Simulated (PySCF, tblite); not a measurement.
# C7H13FN2: infrared bands and NMR shifts

What infrared bands and NMR shifts should C7H13FN2 (`CC(C)C1=NN(C)C[C@H]1F`) show?

Programs: tblite 0.8.0 and PySCF 2.14.0, with density-fitted response routines of our own. Each step states its level of theory. These are calculated values for one molecule in the gas phase, unless marked as measured. Atoms are numbered from 0 throughout.

## Step 1: The starting structure

23 atoms, charge 0, multiplicity 1; geometry from: GFN2-xTB.

Bonds of the start (Å): C0–C1 1.53, C1–C2 1.53, C1–C3 1.49, C3–N4 1.27, N4–N5 1.35, N5–C6 1.44, N5–C7 1.47, C7–C8 1.53, C8–F9 1.39, C8–C3 1.52, C0–H10 1.09, C0–H11 1.09, C0–H12 1.09, C1–H13 1.10, C2–H14 1.09, C2–H15 1.09, C2–H16 1.09, C6–H17 1.09, C6–H18 1.09, C6–H19 1.10, C7–H20 1.09, C7–H21 1.10, C8–H22 1.10.

## Step 2: Harmonic vibrations with GFN2-xTB

Job settings and geometry (Å):

```
{"job": {"kind": "ir", "xc": "GFN2-xTB", "basis": "xTB"}, "charge": 0, "multiplicity": 1}
C     -2.592154    -0.145735    -0.579304
C     -1.609173    -0.163202     0.598336
C     -1.812131     1.063495     1.482827
C     -0.210644    -0.222467     0.083249
N      0.570651     0.776348    -0.040369
N      1.724996     0.437224    -0.649194
C      2.895216     1.187794    -0.280630
C      1.833802    -1.020336    -0.776648
C      0.433154    -1.511325    -0.406623
F      0.468581    -2.472947     0.591019
H     -2.433909     0.745724    -1.181952
H     -2.459932    -1.021402    -1.210926
H     -3.614668    -0.140282    -0.209631
H     -1.786169    -1.072874     1.185054
H     -2.839839     1.107201     1.835285
H     -1.147621     1.026928     2.341602
H     -1.590132     1.964504     0.918645
H      3.637907     1.100679    -1.073629
H      2.602504     2.228983    -0.170870
H      3.336320     0.838199     0.661979
H      2.125219    -1.279837    -1.795262
H      2.570480    -1.426244    -0.072921
H     -0.107209    -1.973445    -1.239958
```

**Question.** This job is followed by: GIAO PBE0/pcSseg-1 NMR shielding, non-relativistic, gas phase. What will the session give for the following? strongest single infrared mode (GFN2-xTB); zero-point energy (GFN2-xTB); ¹³C shifts against TMS (PBE0/pcSseg-1); ¹H shifts against TMS (PBE0/pcSseg-1, means over atoms taken as alike); ¹⁵N shifts against NH3 (PBE0/pcSseg-1); ¹⁹F shifts against CFCl3 (PBE0/pcSseg-1).

The runs gave:

| quantity | value |
| --- | --- |
| strongest single infrared mode (GFN2-xTB) | 2895 cm⁻¹, 69 km/mol |
| zero-point energy (GFN2-xTB) | 121.4 kcal/mol |
| ¹³C shifts against TMS (PBE0/pcSseg-1) | 152.9, 98.9, 62.5, 42.9, 29.4, 23.8, 21.4 ppm |
| ¹H shifts against TMS (PBE0/pcSseg-1, means over atoms taken as alike) | 6.00, 3.83, 3.02, 2.94, 2.76, 1.32, 1.10 ppm |
| ¹⁵N shifts against NH3 (PBE0/pcSseg-1) | 390.2, 136.4 ppm |
| ¹⁹F shifts against CFCl3 (PBE0/pcSseg-1) | -190.3 ppm |

No mode is imaginary among the 63: a minimum at this level. The strongest single mode, at 2895 cm⁻¹, moves mainly H19. Unscaled tight-binding wavenumbers are off by several per cent, some by more. Its intensities can rank the bands wrongly. The most deshielded hydrogen is H22 (hydrogen on an sp3 CH bonded to F), at 6.00 ppm: its carbon carries F, which withdraws density. At PBE0/pcSseg-1: Shielding is most anisotropic at N4 (span 540 ppm, paramagnetic term -450 ppm).
